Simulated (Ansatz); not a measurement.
# Si(SMe)Cl3 (CH3Cl3SSi): geometry optimisation

The task: find the minimum of Si(SMe)Cl3 (CH3Cl3SSi) nearest to the start.

Method: RHF/def2-SVP; program: Ansatz 0.2.0.

1 further run of the same task is left out (set aside as unsound or not needed).

## 1. Where the work starts

9 atoms, charge 0, spin multiplicity 1.

Atoms are counted from 1 here; the program's logs count them from 0.

Bond lengths: Si1–S2 2.121 Å, Si1–Cl7 2.071 Å, Si1–Cl8 2.057 Å, Si1–Cl9 2.071 Å, S2–C3 1.840 Å, C3–H4 1.106 Å, C3–H5 1.106 Å, C3–H6 1.106 Å. Angles: S2–Si1–Cl7 112.2°, S2–Si1–Cl8 106.9°, S2–Si1–Cl9 111.7°, Cl7–Si1–Cl8 109.7°, Cl7–Si1–Cl9 106.4°, Cl8–Si1–Cl9 109.9°, Si1–S2–C3 99.1°, S2–C3–H4 110.7°, S2–C3–H5 105.9°, S2–C3–H6 110.9°, H4–C3–H5 109.5°, H4–C3–H6 110.4°, H5–C3–H6 109.4°.

Geometry (Å):

| atom | x (Å) | y (Å) | z (Å) |
| --- | --- | --- | --- |
| Si1 | -0.37615 | 0.83650 | -1.10082 |
| S2 | -0.44170 | 0.81618 | 1.01876 |
| C3 | 0.35841 | -0.81293 | 1.31984 |
| H4 | -0.23415 | -1.62957 | 0.86621 |
| H5 | 0.38178 | -0.94067 | 2.41782 |
| H6 | 1.39265 | -0.82356 | 0.92706 |
| Cl7 | 1.56449 | 0.81684 | -1.82280 |
| Cl8 | -1.32518 | 2.55582 | -1.71331 |
| Cl9 | -1.32016 | -0.81862 | -1.91277 |

## 2. Relaxation

input.yaml reads:

```yaml
crystal:
  periodic: [false, false, false]
  atoms:
    - { symbol: Si, position_ang: [-0.376148, 0.836499, -1.100822] }
    - { symbol: S, position_ang: [-0.441696, 0.816183, 1.018761] }
    - { symbol: C, position_ang: [0.358411, -0.812934, 1.319845] }
    - { symbol: H, position_ang: [-0.234146, -1.62957, 0.866214] }
    - { symbol: H, position_ang: [0.381783, -0.940666, 2.41782] }
    - { symbol: H, position_ang: [1.39265, -0.823561, 0.927063] }
    - { symbol: Cl, position_ang: [1.56449, 0.816836, -1.822797] }
    - { symbol: Cl, position_ang: [-1.325181, 2.555819, -1.713312] }
    - { symbol: Cl, position_ang: [-1.320162, -0.818616, -1.912773] }
basis:
  gaussian: { orbitals: def2-SVP }
hamiltonian:
  xc: hf
output:
  forces: true
relax:
  f_tol: 0.003
  max_steps: 120
```

Started as:

```sh
ansatz run input.yaml --threads 1 --pin off --max-ram 2560MiB --backend cpu --events-out ev --progress --plain --runs-dir out
```

The program printed:

```text
Warning: RAYON_NUM_THREADS=1 ignored (pool sized by the plan → 1); use --threads N
The last accepted step is kept in <dir> (removed where the run ends without a failure and the disk answers)
Engine: ansatz 0.2.0, aarch64-unknown-linux-gnu
Functional definition: HF
  exchange = exact_x
  correlation = 0
1190 factors; integrals over basis functions are off by at most 3.9e-4 eV
mean field evaluation 1: about -57252.6985 eV, gradient 2.6e1 eV
mean field evaluation 2: about -57252.7515 eV, gradient 2.6e1 eV
mean field evaluation 4: about -57254.9096 eV, gradient 2.7e0 eV
mean field evaluation 8: about -57254.9409 eV, gradient 1.0e-1 eV
mean field -57254.94095488 eV, -2104.0802712989 hartree, gradient 2.3e-5 eV, S^2 0.000000; 0 other end points of the search recorded, 0 dependent functions left out
the calculation of the forces begins
reference -57254.94095488 eV, -2104.0802712989 hartree; 45, 45 occupied and 74, 74 virtual orbitals, 1190 factors
relax step   1: F+E_penalty+E_count = -57254.94095488 eV  Δ(F+E_penalty+E_count) = +0.000e0 eV  max|allowed force component| = 6.640e-1 eV/Å  Δτ_max = 0.0000 Å  (34 SCF iters, accepted)
these checks for a lower state are left out or cut short: starts, cluster_reference, orbital_swaps, neighbouring_geometries, increment
1190 factors; integrals over basis functions are off by at most 3.6e-4 eV
mean field evaluation 16: about -57254.9648 eV, gradient 1.9e-4 eV
mean field -57254.96478055 eV, -2104.0811468760 hartree, gradient 2.2e-5 eV, S^2 0.000000; 0 other end points of the search recorded, 0 dependent functions left out
the calculation of the forces begins
reference -57254.96478055 eV, -2104.0811468760 hartree; 45, 45 occupied and 74, 74 virtual orbitals, 1190 factors
relax step   2: F+E_penalty+E_count = -57254.96478055 eV  Δ(F+E_penalty+E_count) = -2.383e-2 eV  max|allowed force component| = 2.294e-1 eV/Å  Δτ_max = 0.0810 Å  (33 SCF iters, accepted)
these checks for a lower state are left out or cut short: starts, cluster_reference, orbital_swaps, neighbouring_geometries, increment
1190 factors; integrals over basis functions are off by at most 3.5e-4 eV
mean field -57254.97920288 eV, -2104.0816768871 hartree, gradient 2.1e-5 eV, S^2 0.000000; 0 other end points of the search recorded, 0 dependent functions left out
the calculation of the forces begins
reference -57254.97920288 eV, -2104.0816768871 hartree; 45, 45 occupied and 74, 74 virtual orbitals, 1190 factors
relax step   3: F+E_penalty+E_count = -57254.97920288 eV  Δ(F+E_penalty+E_count) = -1.442e-2 eV  max|allowed force component| = 6.720e-2 eV/Å  Δτ_max = 0.0442 Å  (34 SCF iters, accepted)
these checks for a lower state are left out or cut short: starts, cluster_reference, orbital_swaps, neighbouring_geometries, increment
1190 factors; integrals over basis functions are off by at most 3.5e-4 eV
mean field evaluation 32: about -57254.9790 eV, gradient 1.7e-5 eV
mean field -57254.97903439 eV, -2104.0816706951 hartree, gradient 2.1e-5 eV, S^2 0.000000; 0 other end points of the search recorded, 0 dependent functions left out
the calculation of the forces begins
reference -57254.97903439 eV, -2104.0816706951 hartree; 45, 45 occupied and 74, 74 virtual orbitals, 1190 factors
relax step   4: F+E_penalty+E_count = -57254.97903439 eV  Δ(F+E_penalty+E_count) = +1.685e-4 eV  max|allowed force component| = 1.862e-1 eV/Å  Δτ_max = 0.0167 Å  (34 SCF iters, rejected (line search))
these checks for a lower state are left out or cut short: starts, cluster_reference, orbital_swaps, neighbouring_geometries, increment
1190 factors; integrals over basis functions are off by at most 3.5e-4 eV
mean field -57254.97987556 eV, -2104.0817016075 hartree, gradient 2.8e-5 eV, S^2 0.000000; 0 other end points of the search recorded, 0 dependent functions left out
the calculation of the forces begins
reference -57254.97987556 eV, -2104.0817016075 hartree; 45, 45 occupied and 74, 74 virtual orbitals, 1190 factors
relax step   5: F+E_penalty+E_count = -57254.97987556 eV  Δ(F+E_penalty+E_count) = -6.727e-4 eV  max|allowed force component| = 1.705e-2 eV/Å  Δτ_max = 0.0081 Å  (27 SCF iters, accepted)
these checks for a lower state are left out or cut short: starts, cluster_reference, orbital_swaps, neighbouring_geometries, increment
1190 factors; integrals over basis functions are off by at most 3.5e-4 eV
mean field -57254.98026987 eV, -2104.0817160983 hartree, gradient 2.1e-5 eV, S^2 0.000000; 0 other end points of the search recorded, 0 dependent functions left out
the calculation of the forces begins
reference -57254.98026987 eV, -2104.0817160983 hartree; 45, 45 occupied and 74, 74 virtual orbitals, 1190 factors
relax step   6: F+E_penalty+E_count = -57254.98026987 eV  Δ(F+E_penalty+E_count) = -3.943e-4 eV  max|allowed force component| = 6.080e-3 eV/Å  Δτ_max = 0.0221 Å  (34 SCF iters, accepted)
these checks for a lower state are left out or cut short: starts, cluster_reference, orbital_swaps, neighbouring_geometries, increment
1190 factors; integrals over basis functions are off by at most 3.5e-4 eV
mean field -57254.98014083 eV, -2104.0817113561 hartree, gradient 2.1e-5 eV, S^2 0.000000; 0 other end points of the search recorded, 0 dependent functions left out
the calculation of the forces begins
reference -57254.98014083 eV, -2104.0817113561 hartree; 45, 45 occupied and 74, 74 virtual orbitals, 1190 factors
relax step   7: F+E_penalty+E_count = -57254.98014083 eV  Δ(F+E_penalty+E_count) = +1.290e-4 eV  max|allowed force component| = 6.315e-2 eV/Å  Δτ_max = 0.0148 Å  (34 SCF iters, rejected (line search))
these checks for a lower state are left out or cut short: starts, cluster_reference, orbital_swaps, neighbouring_geometries, increment
1190 factors; integrals over basis functions are off by at most 3.5e-4 eV
mean field -57254.98032748 eV, -2104.0817182152 hartree, gradient 2.6e-5 eV, S^2 0.000000; 0 other end points of the search recorded, 0 dependent functions left out
the calculation of the forces begins
reference -57254.98032748 eV, -2104.0817182152 hartree; 45, 45 occupied and 74, 74 virtual orbitals, 1190 factors
relax step   8: F+E_penalty+E_count = -57254.98032748 eV  Δ(F+E_penalty+E_count) = -5.760e-5 eV  max|allowed force component| = 1.519e-3 eV/Å  Δτ_max = 0.0074 Å  (26 SCF iters, accepted)
these checks for a lower state are left out or cut short: starts, cluster_reference, orbital_swaps, neighbouring_geometries, increment
1190 factors; integrals over basis functions are off by at most 3.5e-4 eV
mean field evaluation 64: about -57254.9804 eV, gradient 1.4e-5 eV
mean field -57254.98035465 eV, -2104.0817192138 hartree, gradient 1.5e-5 eV, S^2 0.000000; 0 other end points of the search recorded, 0 dependent functions left out
the calculation of the forces begins
reference -57254.98035465 eV, -2104.0817192138 hartree; 45, 45 occupied and 74, 74 virtual orbitals, 1190 factors
relax step   9: F+E_penalty+E_count = -57254.98035465 eV  Δ(F+E_penalty+E_count) = -2.717e-5 eV  max|allowed force component| = 2.053e-3 eV/Å  Δτ_max = 0.0105 Å  (27 SCF iters, accepted)
1190 factors; integrals over basis functions are off by at most 3.5e-4 eV
mean field -57254.98035465 eV, -2104.0817192138 hartree, gradient 1.5e-5 eV, S^2 0.000000; 1 other end points of the search recorded, 0 dependent functions left out
the calculation of the forces begins
reference -57254.98035465 eV, -2104.0817192138 hartree; 45, 45 occupied and 74, 74 virtual orbitals, 1190 factors
Total energy: -57254.98035465 eV, -2104.0817192138 hartree
Atom 0 at    -0.391707     0.832062    -1.119844 Å, force    -0.001862     0.002012    -0.002053 eV/Å
Atom 1 at    -0.463999     0.768434     0.986779 Å, force     0.001367     0.000552     0.000099 eV/Å
Atom 2 at     0.374952    -0.821632     1.339594 Å, force     0.000103    -0.000810    -0.000829 eV/Å
Atom 3 at    -0.173089    -1.652239     0.902536 Å, force     0.000607     0.000839     0.001084 eV/Å
Atom 4 at     0.378133    -0.921372     2.421926 Å, force    -0.000213    -0.000761    -0.000593 eV/Å
Atom 5 at     1.399115    -0.806570     0.976109 Å, force    -0.000618     0.000251     0.000917 eV/Å
Atom 6 at     1.535457     0.797821    -1.827294 Å, force    -0.001010    -0.001435     0.000739 eV/Å
Atom 7 at    -1.296134     2.566523    -1.706570 Å, force     0.000050    -0.000348     0.000904 eV/Å
Atom 8 at    -1.362727    -0.763036    -1.973237 Å, force     0.001576    -0.000300    -0.000269 eV/Å
Dipole moment:     0.158238    -0.321254     0.297129 e Å
```

It took 39 s on 1 thread of Arm Neoverse V1, shared host; peak memory 0.29 GiB.

The steps of the relaxation:

| step | energy from step 1 (eV) | largest force component (eV/Å) |
| --- | --- | --- |
| 1 | 0.0000 | 0.6640 |
| 2 | -0.0238 | 0.2294 |
| 3 | -0.0382 | 0.0672 |
| 4 | -0.0381 | 0.1862 |
| 5 | -0.0389 | 0.0170 |
| 6 | -0.0393 | 0.0061 |
| 7 | -0.0392 | 0.0632 |
| 8 | -0.0394 | 0.0015 |
| 9 | -0.0394 | 0.0021 |

Distances of close pairs at the start and the end, largest changes first:

| bond | before (Å) | after (Å) | change (Å) |
| --- | --- | --- | --- |
| C3–H6 | 1.106 | 1.087 | -0.020 |
| C3–H4 | 1.106 | 1.087 | -0.019 |
| C3–H5 | 1.106 | 1.087 | -0.019 |
| Si1–Cl9 | 2.071 | 2.053 | -0.018 |
| Si1–Cl7 | 2.071 | 2.053 | -0.017 |
| Si1–Cl8 | 2.057 | 2.042 | -0.015 |
| Si1–S2 | 2.121 | 2.109 | -0.012 |
| S2–C3 | 1.840 | 1.832 | -0.008 |

## 3. Results

```
             quantity      value
        energy gained  0.0394 eV
root mean square move    0.052 Å
        dipole moment     2.24 D
```

What this shows: Bond lengths: Si1–S2 2.109 Å, Si1–Cl7 2.053 Å, Si1–Cl8 2.042 Å, Si1–Cl9 2.053 Å, S2–C3 1.832 Å, C3–H4 1.087 Å, C3–H5 1.087 Å, C3–H6 1.087 Å. Angles: S2–Si1–Cl7 112.1°, S2–Si1–Cl8 107.3°, S2–Si1–Cl9 112.1°, Cl7–Si1–Cl8 109.3°, Cl7–Si1–Cl9 106.7°, Cl8–Si1–Cl9 109.3°, Si1–S2–C3 101.7°, S2–C3–H4 110.8°, S2–C3–H5 105.8°, S2–C3–H6 110.8°, H4–C3–H5 109.4°, H4–C3–H6 110.6°, H5–C3–H6 109.4°. No frequencies were computed here.
